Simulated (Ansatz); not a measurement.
# C₂HFSe: functionals against CCSD(T) at one geometry

The task here is to estimate one member of a computed series from the others.

The runs use Ansatz 0.2.0, Gaussian basis; single points in def2-TZVPP.

Correlated methods freeze the cores. Filled d shells of the heavier atoms are correlated.

## The system as given

SMILES `FC#C[SeH]`, 5 atoms, charge 0, spin multiplicity 1.

Atoms are counted from 1 here; the program's logs count them from 0.

Bond lengths: F1–C2 1.270 Å, C2–C3 1.233 Å, C3–Se4 1.762 Å, Se4–H5 1.336 Å. Angles: F1–C2–C3 177.3°, C2–C3–Se4 166.5°, C3–Se4–H5 101.4°.

Coordinates:

| atom | x (Å) | y (Å) | z (Å) |
| --- | --- | --- | --- |
| F1 | 1.3877 | -1.4933 | 1.5352 |
| C2 | 0.6161 | -0.8289 | 0.7757 |
| C3 | -0.0867 | -0.1557 | 0.0191 |
| Se4 | -1.0044 | 0.5047 | -1.3327 |
| H5 | -1.1396 | 1.7810 | -0.9618 |

Set-up of the first run:

File run/in.yaml:

```yaml
crystal:
  periodic: [false, false, false]
  atoms:
    - {symbol: F, position_ang: [1.387700, -1.493300, 1.535200]}
    - {symbol: C, position_ang: [0.616100, -0.828900, 0.775700]}
    - {symbol: C, position_ang: [-0.086700, -0.155700, 0.019100]}
    - {symbol: Se, position_ang: [-1.004400, 0.504700, -1.332700]}
    - {symbol: H, position_ang: [-1.139600, 1.781000, -0.961800]}
basis:
  gaussian: {orbitals: def2-TZVPP}
correlation: {method: ccsd_t}
output: {forces: true}
```

No record of the launch command was kept for these runs.

Steps of the session up to this table: CCSD(T)/def2-TZVPP; PBE0-D4/def2-TZVPP; wB97M-V/def2-TZVPP; r2SCAN-D4/def2-TZVPP; PBE-D4/def2-TZVPP; BHLYP-D4/def2-TZVPP; HSE06-D4/def2-TZVPP.

One table of the session follows, with a row left open; its other results are not shown here.

| method | RMS force component (eV/Å) | angle to CCSD(T) forces (°) | dipole (D) |
| --- | --- | --- | --- |
| CCSD(T) | 2.024 | reference | 0.71 |
| PBE0-D4 | 2.170 | 7.3 | 0.71 |
| wB97M-V | 2.343 | 8.5 | 0.69 |
| r2SCAN-D4 | 2.060 | 5.7 | 0.66 |
| PBE-D4 | ? | ? | ? |
| BHLYP-D4 | 2.503 | 14.8 | 0.81 |
| HSE06-D4 | 2.156 | 7.2 | 0.71 |

**Question.** Estimate the row for PBE-D4.

As computed: RMS force component (eV/Å): 2.027; angle to CCSD(T) forces (°): 7.6; dipole (D): 0.62. In the column «RMS force component (eV/Å)» it lies between CCSD(T) (2.024) and r2SCAN-D4 (2.060).
